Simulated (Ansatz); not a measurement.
# AlH6NOSi: a dynamics run in two tries

Wanted: a short trajectory, and a check that the input is sound.

Method: RKS PBE-D4/6-31G, in Ansatz 0.2.0.

### Step 1. The starting structure

Bond lengths: Al1–O2 1.754 Å, O2–Si3 1.723 Å, Si3–H4 1.490 Å, Si3–H5 1.534 Å, Si3–H6 1.502 Å, Al1–N7 1.800 Å, N7–H8 1.029 Å, N7–H9 1.012 Å, Al1–H10 1.608 Å. Angles: Al1–O2–Si3 157.1°, O2–Al1–N7 118.4°, O2–Al1–H10 119.5°, N7–Al1–H10 121.2°, O2–Si3–H4 106.6°, O2–Si3–H5 113.2°, O2–Si3–H6 114.3°, H4–Si3–H5 102.3°, H4–Si3–H6 114.9°, H5–Si3–H6 105.1°, Al1–N7–H8 123.6°, Al1–N7–H9 125.9°, H8–N7–H9 110.5°.

Coordinates:

```xyz
10

Al   -0.1572    0.1598   -0.4080
O    -0.9025   -0.3934    1.0797
Si   -1.2190   -0.4468    2.7724
H    -2.5808   -1.0294    2.9322
H    -0.3421   -1.4595    3.5194
H    -1.0022    0.8584    3.4833
N     1.6311    0.0338   -0.5686
H     2.2163   -0.5612    0.0330
H     2.2053    0.5466   -1.2256
H    -1.0308    0.9987   -1.4658
```

### Step 2. First attempt

Input file input.yaml:

```yaml
crystal:
  periodic: [false, false, false]
  atoms:
    - { symbol: Al, position_ang: [-0.157238, 0.159761, -0.408029] }
    - { symbol: O, position_ang: [-0.902513, -0.393409, 1.079699] }
    - { symbol: Si, position_ang: [-1.219037, -0.44683, 2.772362] }
    - { symbol: H, position_ang: [-2.580793, -1.029355, 2.932179] }
    - { symbol: H, position_ang: [-0.342067, -1.459472, 3.519447] }
    - { symbol: H, position_ang: [-1.002183, 0.858415, 3.483283] }
    - { symbol: "N", position_ang: [1.631136, 0.033833, -0.56861] }
    - { symbol: H, position_ang: [2.216267, -0.561234, 0.033021] }
    - { symbol: H, position_ang: [2.205252, 0.546636, -1.225647] }
    - { symbol: H, position_ang: [-1.030763, 0.9987, -1.465839] }
basis:
  gaussian: { orbitals: "6-31G" }
hamiltonian:
  xc: pbe
  dispersion: d4
md:
  timestep: 0.5
  n_steps: 25
  ensemble: nve
  temperature: 200.0
  initial_velocities: maxwell_boltzmann
  seed: 460038
  temperature_schedule: [{ n_steps: 10, end_temperature: 100.0 }]
```

Run with:

```console
$ ansatz run input.yaml --threads 1 --pin off --max-ram 2048MiB --backend cpu --events-out ev --progress --plain --runs-dir out
```

Q: Predict the outcome of this session. Wanted: first try.

As calculated:

| quantity | value |
| --- | --- |
| first try | refused |
| cause | a temperature schedule needs a thermostat, and a run at constant energy has none |

**Reading.** The fault in the first input was caught at the input check and cost nothing.
